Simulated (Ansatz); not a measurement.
**ClGeH6NSi: how energies converge with the basis set**

How large a basis does ClGeH6NSi need? Two functionals are run in growing sets.

Computed with Ansatz 0.2.0, Gaussian basis. Level: one geometry, several basis sets.

The runs, in order: PBE0-D4/def2-SVP; ωB97M-V/def2-SVP; PBE0-D4/def2-QZVPP; ωB97M-V/def2-QZVPP; the functionals' def2-TZVPP values are taken from earlier runs.

### 1 The relaxed structure

An earlier PBE0-D4 in a triple-zeta def2 set relaxation fixed the geometry.

SMILES `N[SiH2][GeH2][Cl]`, 10 atoms, charge 0, spin multiplicity 1.

Atoms are counted from 1 here; the program's logs count them from 0.

Bond lengths: N1–Si2 1.717 Å, N1–H5 1.008 Å, N1–H6 1.009 Å, Si2–Ge3 2.396 Å, Si2–H7 1.485 Å, Si2–H8 1.486 Å, Ge3–Cl4 2.184 Å, Ge3–H9 1.541 Å, Ge3–H10 1.540 Å. Angles: Si2–N1–H5 118.8°, Si2–N1–H6 118.5°, H5–N1–H6 110.4°, N1–Si2–Ge3 112.5°, N1–Si2–H7 109.8°, N1–Si2–H8 108.3°, Ge3–Si2–H7 106.2°, Ge3–Si2–H8 109.6°, H7–Si2–H8 110.5°, Si2–Ge3–Cl4 102.7°, Si2–Ge3–H9 115.8°, Si2–Ge3–H10 117.6°, Cl4–Ge3–H9 104.9°, Cl4–Ge3–H10 105.5°, H9–Ge3–H10 108.8°.

### 2 PBE0-D4 in def2-SVP

Input file in.yaml:

```yaml
crystal:
  periodic: [false, false, false]
  atoms:
    - {symbol: N, position_ang: [-1.711696, 0.123835, -0.721659]}
    - {symbol: Si, position_ang: [-0.374883, -0.884880, -0.341346]}
    - {symbol: Ge, position_ang: [1.371387, 0.297730, 0.795024]}
    - {symbol: Cl, position_ang: [1.568902, 2.119992, -0.391714]}
    - {symbol: H, position_ang: [-2.399518, 0.308383, -0.008451]}
    - {symbol: H, position_ang: [-1.547931, 0.951256, -1.275489]}
    - {symbol: H, position_ang: [0.228268, -1.414628, -1.590965]}
    - {symbol: H, position_ang: [-0.860864, -1.998840, 0.514324]}
    - {symbol: H, position_ang: [1.035940, 0.785065, 2.217434]}
    - {symbol: H, position_ang: [2.773496, -0.339014, 0.805843]}
basis:
  gaussian: {orbitals: def2-SVP}
hamiltonian: {xc: pbe0, dispersion: d4}
output: {orbitals: {seedname: orbitals}}
```

Launch:

```
$ ansatz run in.yaml --threads 4 --pin off --events-out ev --progress --plain --max-ram 10444MiB
```

Further steps of the session: ωB97M-V in def2-SVP; PBE0-D4 in def2-QZVPP; ωB97M-V in def2-QZVPP.

Before running them: what should the planned runs give, taken together? Wanted: PBE0-D4: double and triple zeta above quadruple; ωB97M-V: double and triple zeta above quadruple.

The runs gave:

| quantity | value |
| --- | --- |
| PBE0-D4: double and triple zeta above quadruple | 18.20, 1.96 eV |
| ωB97M-V: double and triple zeta above quadruple | 18.19, 1.90 eV |

What this shows: PBE0-D4 gains 16.24 eV from double to triple zeta, then 1.96 eV more. Total energies overstate the basis error of differences, where much of it tends to cancel. The LUMO of ωB97M-V is positive and keeps falling with the basis (1.50 to 0.79 eV): an unbound level that the basis holds in place.
